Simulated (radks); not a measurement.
# Taking charge from the 4s level of Sc in fractions

Aim: follow energy and eigenvalue as charge leaves the 4s level of Sc bit by bit, and test Janak's theorem, Slater's transition state and the straight-line condition.

Program: radks (a radial shooting solver on a logarithmic mesh, Libxc functionals) version 1. Level of theory: scalar-relativistic Kohn-Sham, PBE, spin-polarised, spherical densities, finite nucleus; open shells are filled with parallel spins first. These are calculated values, not measurements, unless marked.

### Step 1. What is computed

* element: scandium (Z = 21)
* charge: 0
* electrons: 21
* configuration: [Ar] 3d1 4s(up 1, down 1)
* nuclear rms radius: 3.5459 fm

A shell typed twice in an input gives spin up, then spin down.

### Step 2. Start: [Ar] 3d1 4s(up 1, down 1)

The run's settings:

```text
Z 21
configuration [Ar] 3d1 4s1 4s1
relativity scalar-relativistic
functional pbe,pbe
spin polarised
nucleus finite rms 3.5459 fm
c 137.035999084
```

### Step 3. 0.1 electron removed from 4s

The run's settings:

```text
Z 21
configuration [Ar] 3d1 4s1 4s0.9
relativity scalar-relativistic
functional pbe,pbe
spin polarised
nucleus finite rms 3.5459 fm
c 137.035999084
```

### Step 4. 0.2 electron removed from 4s

The run's settings:

```text
Z 21
configuration [Ar] 3d1 4s1 4s0.8
relativity scalar-relativistic
functional pbe,pbe
spin polarised
nucleus finite rms 3.5459 fm
c 137.035999084
```

### Step 5. 0.3 electron removed from 4s

The run's settings:

```text
Z 21
configuration [Ar] 3d1 4s1 4s0.7
relativity scalar-relativistic
functional pbe,pbe
spin polarised
nucleus finite rms 3.5459 fm
c 137.035999084
```

### Step 6. 0.4 electron removed from 4s

The run's settings:

```text
Z 21
configuration [Ar] 3d1 4s1 4s0.6
relativity scalar-relativistic
functional pbe,pbe
spin polarised
nucleus finite rms 3.5459 fm
c 137.035999084
```

### Step 7. 0.5 electron removed from 4s

The run's settings:

```text
Z 21
configuration [Ar] 3d1 4s1 4s0.5
relativity scalar-relativistic
functional pbe,pbe
spin polarised
nucleus finite rms 3.5459 fm
c 137.035999084
```

### Step 8. 0.6 electron removed from 4s

The run's settings:

```text
Z 21
configuration [Ar] 3d1 4s1 4s0.4
relativity scalar-relativistic
functional pbe,pbe
spin polarised
nucleus finite rms 3.5459 fm
c 137.035999084
```

### Step 9. 0.7 electron removed from 4s

The run's settings:

```text
Z 21
configuration [Ar] 3d1 4s1 4s0.3
relativity scalar-relativistic
functional pbe,pbe
spin polarised
nucleus finite rms 3.5459 fm
c 137.035999084
```

### Step 10. 0.8 electron removed from 4s

The run's settings:

```text
Z 21
configuration [Ar] 3d1 4s1 4s0.2
relativity scalar-relativistic
functional pbe,pbe
spin polarised
nucleus finite rms 3.5459 fm
c 137.035999084
```

### Step 11. 0.9 electron removed from 4s

The run's settings:

```text
Z 21
configuration [Ar] 3d1 4s1 4s0.1
relativity scalar-relativistic
functional pbe,pbe
spin polarised
nucleus finite rms 3.5459 fm
c 137.035999084
```

### Step 12. 1 electron removed from 4s

The run's settings:

```text
Z 21
configuration [Ar] 3d1 4s1 4s0
relativity scalar-relativistic
functional pbe,pbe
spin polarised
nucleus finite rms 3.5459 fm
c 137.035999084
```

Q: Predict the outcome of this session. Wanted: for each run, removed; E − E(0); eigenvalue.

**Answer**, as computed:

```csv
removed (e),E − E(0) (eV),eigenvalue (eV)
0,0.000,-4.029
0.1,0.427,-4.505
0.2,0.901,-4.986
0.3,1.424,-5.470
0.4,1.995,-5.958
0.5,2.616,-6.450
0.6,3.285,-6.948
0.7,4.005,-7.453
0.8,4.776,-7.968
0.9,5.598,-8.471
```

In words: The trapezoid integral of minus the eigenvalue gives 5.599 eV over the range, against 5.598 eV from the energies (Janak's theorem; approximate here, since the scalar-relativistic density holds large components alone). The eigenvalue moves by 4.94 eV per electron.
